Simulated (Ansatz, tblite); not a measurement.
**The cluster VTe4: one state, many levels**

Aim: run the doublet of the cluster VTe4 at one geometry on many levels, and compare frontier levels, spin and run time.

Program: Ansatz 0.2.0, Gaussian basis. Level of theory: as each input shows. These are calculated values, not measurements.

Plan: GFN2-xTB, PBE-D4/def2-TZVP, r2SCAN-D4/def2-TZVP, BHLYP-D4/def2-TZVP, r2SCAN0-D4/def2-TZVP, HF/def2-TZVP, PBE-D4/def2-SVP, PBE0-D4/def2-SVP, MP2/def2-TZVP, RPA/def2-TZVP.

4 further runs of the same task are left out: 4 set aside as unsound or not needed.

## (1) The structure

The doublet was relaxed beforehand with PBE-D4/def2-SVP. At that level it is the lowest of the isomers that a small search found.

5 atoms, charge 0, spin multiplicity 2.

Bond lengths: V1–Te2 2.602 Å, V1–Te3 2.603 Å, V1–Te4 2.606 Å, V1–Te5 2.607 Å, Te2–Te5 2.754 Å, Te3–Te4 2.755 Å. Angles: Te2–V1–Te3 122.1°, Te2–V1–Te4 152.3°, Te2–V1–Te5 63.8°, Te3–V1–Te4 63.9°, Te3–V1–Te5 154.7°, Te4–V1–Te5 124.0°, V1–Te2–Te5 58.2°, V1–Te3–Te4 58.1°, V1–Te4–Te3 58.0°, V1–Te5–Te2 58.0°.

Te takes a core potential in the def2 sets. No spin-orbit coupling is included.

PBE0-D4/def2-TZVP was run before; its log isn't repeated, and its numbers join the tables.

## (2) GFN2-xTB

Tight binding, by tblite at 300 K electronic temperature and without a spin-polarisation term:

```python
tblite.interface.Calculator('GFN2-xTB', numbers, positions, charge=0, uhf=1).singlepoint()
```

Energy -390.7539 eV; 0.015 s.

## (3) PBE-D4/def2-TZVP

start.molden holds the orbitals of an earlier run on this state, given as this run's starting guess.

in.yaml

```yaml
crystal:
  periodic: [false, false, false]
  atoms:
    - {symbol: V, position_ang: [0.023657, 0.005891, -0.008376]}
    - {symbol: Te, position_ang: [-0.208229, -1.483856, 2.111771]}
    - {symbol: Te, position_ang: [-0.902613, 2.437339, -0.097432]}
    - {symbol: Te, position_ang: [-0.784429, 0.842075, -2.340366]}
    - {symbol: Te, position_ang: [1.871625, -1.801448, 0.334402]}
basis:
  gaussian: {orbitals: def2-TZVP, initial_orbitals: start.molden}
magnetization: {spin_polarized: true, initial_magnetization: 1}
hamiltonian: {xc: pbe, dispersion: d4}
scf: {omitted_lower_state_checks: [starts]}
output: {forces: true, orbitals: {seedname: orbitals}}
```

Started as:

```sh
$ ansatz run in.yaml --threads 4 --pin off --events-out ev --progress --plain --max-ram 4787MiB
```

After this run come: r2SCAN-D4/def2-TZVP; BHLYP-D4/def2-TZVP; r2SCAN0-D4/def2-TZVP; HF/def2-TZVP; PBE-D4/def2-SVP; PBE0-D4/def2-SVP; MP2/def2-TZVP; RPA/def2-TZVP.

Before running them: what should the planned runs give, taken together? Wanted: gap in def2-TZVP, named functionals and Hartree-Fock, smallest and largest; correlation energy, MP2/def2-TZVP; binding an atom, functionals in def2-TZVP; ⟨S²⟩ in def2-TZVP, named functionals and Hartree-Fock, smallest and largest; PBE0 total energy, smallest basis above largest.

**Answer**, as computed:

| quantity | value |
| --- | --- |
| gap in def2-TZVP, named functionals and Hartree-Fock, smallest and largest | 0.63 eV (PBE-D4), 7.65 eV (HF) |
| correlation energy, MP2/def2-TZVP | -58.35 eV |
| binding an atom, functionals in def2-TZVP | 2.05 (BHLYP-D4) to 2.31 eV (r2SCAN0-D4) |
| ⟨S²⟩ in def2-TZVP, named functionals and Hartree-Fock, smallest and largest | 1.460, 2.810 |
| PBE0 total energy, smallest basis above largest | 4.49 eV (def2-SVP, def2-TZVP) |

**Reading.** Orbital gaps of the named functionals and Hartree-Fock in def2-TZVP span 0.63 eV (PBE-D4) to 7.65 eV (HF); exact exchange widens it. Over the named functionals and Hartree-Fock in def2-TZVP spin contamination reaches 2.06 (HF), and every level is far from pure, so all describe a mixture with higher spin.
